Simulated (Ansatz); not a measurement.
**CH₈Al₂OSi: one species, many methods**

One table from this session's results is given with a row withheld; the runs are named, their logs left out.

The runs use Ansatz 0.2.0, Gaussian basis; functionals in def2-TZVPP, the program's frozen cores in correlated methods.

The runs, in order: LDA (SPW92), PBE-D4, revPBE-D4, BLYP-D4, r2SCAN-D4, B97M-V, PBE0-D4, B3LYP-D4, r2SCANh-D4, r2SCAN0-D4, HSE06-D4, BHLYP-D4, CAM-B3LYP-D4, LC-ωPBE, ωB97X-V, ωB97M-V, B2PLYP, PBE-QIDH; CCSD(T)/def2-SVP; CCSD(T)/def2-TZVPP; MP2/def2-QZVPP; extrapolation to the limit; RPA on PBE.

## The relaxed structure

An earlier PBE0-D4 in a triple-zeta def2 set relaxation fixed the geometry.

13 atoms, charge 0, spin multiplicity 1.

Atoms are counted from 1 here; the program's logs count them from 0.

Bond lengths: O1–Si2 1.725 Å, O1–Al5 2.008 Å, O1–H6 0.962 Å, Si2–C3 1.825 Å, Si2–H7 1.485 Å, Si2–H8 1.488 Å, C3–Al4 2.017 Å, C3–H9 1.094 Å, C3–H10 1.099 Å, Al4–Al5 2.571 Å, Al4–H11 1.598 Å, Al5–H12 1.601 Å, Al5–H13 1.602 Å. Angles: Si2–O1–Al5 127.5°, Si2–O1–H6 116.3°, Al5–O1–H6 115.6°, O1–Si2–C3 106.7°, O1–Si2–H7 106.4°, O1–Si2–H8 102.5°, C3–Si2–H7 112.6°, C3–Si2–H8 118.6°, H7–Si2–H8 108.9°, Si2–C3–Al4 110.4°, Si2–C3–H9 111.3°, Si2–C3–H10 110.4°, Al4–C3–H9 112.2°, Al4–C3–H10 104.9°, H9–C3–H10 107.5°, C3–Al4–Al5 102.1°, C3–Al4–H11 113.3°, Al5–Al4–H11 144.6° and more.

Set-up of the first run:

Input file in.yaml:

```yaml
crystal:
  periodic: [false, false, false]
  atoms:
    - {symbol: O, position_ang: [0.563733, 1.232280, -0.237107]}
    - {symbol: Si, position_ang: [1.446059, -0.207546, 0.114977]}
    - {symbol: C, position_ang: [0.247776, -1.404072, 0.794618]}
    - {symbol: Al, position_ang: [-1.603383, -1.022728, 0.089320]}
    - {symbol: Al, position_ang: [-1.360755, 1.380617, -0.789896]}
    - {symbol: H, position_ang: [1.078813, 2.041744, -0.302132]}
    - {symbol: H, position_ang: [2.039856, -0.660000, -1.168883]}
    - {symbol: H, position_ang: [2.533958, 0.290341, 0.998906]}
    - {symbol: H, position_ang: [0.560135, -2.434152, 0.598807]}
    - {symbol: H, position_ang: [0.165221, -1.286178, 1.883913]}
    - {symbol: H, position_ang: [-2.617549, -2.241247, 0.286320]}
    - {symbol: H, position_ang: [-1.809133, 2.627693, 0.109140]}
    - {symbol: H, position_ang: [-1.224228, 1.648346, -2.363083]}
basis:
  gaussian: {orbitals: def2-TZVPP}
hamiltonian: {xc: lda}
output: {orbitals: {seedname: orbitals}}
```

Among the steps run: LDA; PBE-D4 (GGA); revPBE-D4 (GGA); BLYP-D4 (GGA); r2SCAN-D4 (meta-GGA); B97M-V (meta-GGA); PBE0-D4 (hybrid); B3LYP-D4 (hybrid); r2SCANh-D4 (hybrid); r2SCAN0-D4 (hybrid); HSE06-D4 (hybrid); BHLYP-D4 (hybrid); CAM-B3LYP-D4 (range-separated); LC-ωPBE (range-separated); ωB97X-V (range-separated); ωB97M-V (range-separated); B2PLYP (double hybrid); PBE-QIDH (double hybrid).

One of the session's tables, all rows but one given; the rest of the session is left out.

It belongs to the step «Frontier levels by functional». 

| functional | HOMO (eV) | LUMO (eV) | gap (eV) |
| --- | --- | --- | --- |
| LDA (SPW92) | -5.21 | -2.57 | 2.64 |
| PBE-D4 | -5.14 | -2.37 | 2.77 |
| revPBE-D4 | -5.10 | -2.27 | 2.83 |
| BLYP-D4 | -4.99 | -2.20 | 2.79 |
| r2SCAN-D4 | -5.33 | -2.16 | 3.17 |
| B97M-V | -5.41 | -2.38 | 3.03 |
| PBE0-D4 | -6.11 | -1.61 | 4.49 |
| B3LYP-D4 | ? | ? | ? |
| r2SCANh-D4 | -5.69 | -1.89 | 3.79 |
| r2SCAN0-D4 | -6.23 | -1.51 | 4.72 |
| HSE06-D4 | -5.72 | -1.98 | 3.73 |
| BHLYP-D4 | -6.97 | -0.78 | 6.20 |
| CAM-B3LYP-D4 | -7.31 | -0.62 | 6.70 |
| LC-ωPBE | -8.56 | 0.39 | 8.96 |
| ωB97X-V | -8.28 | 0.27 | 8.55 |
| ωB97M-V | -8.02 | 0.02 | 8.04 |

Estimate the missing values for B3LYP-D4.

Worked estimate for «HOMO (eV)». Against the share of exact exchange, BLYP-D4 (0, -4.99), BHLYP-D4 (0.5, -6.97) give a slope of -3.96 per unit share; at 0.2 the line stands at -5.78.

**Answer.** HOMO (eV): -5.93; LUMO (eV): -1.76; gap (eV): 4.16. In «HOMO (eV)» the line misses by +0.15.
